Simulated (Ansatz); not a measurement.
# GeAsH2 (quartet): PBE, r2SCAN, PBE0, B3LYP, wB97M-V over vertical spin and charge gaps, cc-pVDZ

Aim: run GeAsH2 (quartet) with these functionals over vertical spin and charge gaps, and hold them against the top wave-function level at the same points.

Method: cc-pVDZ, all electrons in the functionals; program: Ansatz 0.2.0, Gaussian basis.

To be run: PBE, r2SCAN, PBE0, B3LYP, wB97M-V, at charge 0, quartet; charge 0, doublet; charge 0, sextet; charge 1, triplet; charge 1, quintet.

5 further runs of the same task are left out: 5 set aside as unsound or not needed.

## Step 1: The geometry

The geometry is a PBE0/def2-TZVP stationary point (not a proven minimum). No spin-orbit coupling is included. The filled d shell of Ge, As may be among the frozen orbitals whatever the setting's name suggests; the logs give the count.

4 atoms, charge 0, spin multiplicity 4.

Atoms are counted from 1 here; the program's logs count them from 0.

Bond lengths: Ge1–As2 2.536 Å, As2–H3 1.528 Å, As2–H4 1.528 Å. Angles: Ge1–As2–H3 101.5°, Ge1–As2–H4 101.5°, H3–As2–H4 91.4°.

No dispersion term is added; wB97M-V holds VV10 nonlocal correlation. B3LYP takes the VWN-RPA correlation.

The geometry shown and the zero of energy belong to the point charge 0, quartet. The yardstick, RCCSDTQ, and other wave-function levels (R restricted, U unrestricted, valence and pair active spaces) come from earlier runs.

## Step 2: PBE, charge 0, quartet

The input, in.yaml:

```yaml
crystal:
  periodic: [false, false, false]
  atoms:
    - {symbol: Ge, position_ang: [0.023811, 0.000000, 1.308474]}
    - {symbol: As, position_ang: [-0.049053, 0.000000, -1.226664]}
    - {symbol: H, position_ang: [0.965114, 1.093504, -1.559579]}
    - {symbol: H, position_ang: [0.965111, -1.093507, -1.559579]}
basis:
  gaussian: {orbitals: cc-pVDZ}
magnetization: {spin_polarized: true, initial_magnetization: 3}
hamiltonian: {xc: {name: PBE}}
output: {orbitals: {seedname: orbitals}}
```

The run is started by

```bash
ansatz run in.yaml --threads 1 --pin off --events-out ev --progress --plain --max-ram 2560MiB --backend cpu
```

Further steps of the session: PBE, charge 0, doublet; PBE, charge 0, sextet; PBE, charge 1, triplet; PBE, charge 1, quintet; r2SCAN, charge 0, quartet; r2SCAN, charge 0, doublet; r2SCAN, charge 0, sextet; r2SCAN, charge 1, triplet; r2SCAN, charge 1, quintet; PBE0, charge 0, quartet; PBE0, charge 0, doublet; PBE0, charge 0, sextet; PBE0, charge 1, triplet; PBE0, charge 1, quintet; B3LYP, charge 0, quartet; B3LYP, charge 0, doublet; B3LYP, charge 0, sextet; B3LYP, charge 1, triplet; B3LYP, charge 1, quintet; wB97M-V, charge 0, quartet; wB97M-V, charge 0, doublet; wB97M-V, charge 0, sextet; wB97M-V, charge 1, triplet; wB97M-V, charge 1, quintet.

Q: Predict the results of all the runs planned. Wanted: quartet to doublet, RCCSDTQ; quartet to sextet, RCCSDTQ; ionisation to the triplet cation, RCCSDTQ; ionisation to the quintet cation, RCCSDTQ; largest miss, PBE; largest miss, r2SCAN; largest miss, PBE0; largest miss, B3LYP; largest miss, wB97M-V.

**Answer**, as computed:

```
                                 quantity                                            value
              quartet to doublet, RCCSDTQ                                    -127.9 kJ/mol
               quartet to sextet, RCCSDTQ                                     595.2 kJ/mol
ionisation to the triplet cation, RCCSDTQ                                     667.5 kJ/mol
ionisation to the quintet cation, RCCSDTQ                                     999.5 kJ/mol
                        largest miss, PBE  +38.1 kJ/mol (ionisation to the quintet cation)
                     largest miss, r2SCAN  +33.3 kJ/mol (ionisation to the quintet cation)
                       largest miss, PBE0  +36.8 kJ/mol (ionisation to the quintet cation)
                      largest miss, B3LYP  +54.1 kJ/mol (ionisation to the quintet cation)
                    largest miss, wB97M-V  +39.8 kJ/mol (ionisation to the quintet cation)
                   largest miss, RCCSD(T)   +0.6 kJ/mol (ionisation to the quintet cation)
                   largest miss, UCCSD(T)                 +1.6 kJ/mol (quartet to doublet)
```

**Reading.** Of the functionals, r2SCAN keep the smallest largest miss at the points compared (at most 33.3 kJ/mol) and B3LYP strays most (54.1 kJ/mol, at ionisation to the quintet cation). Functionals and the yardstick converge differently with the basis, so part of each miss in cc-pVDZ is the basis.
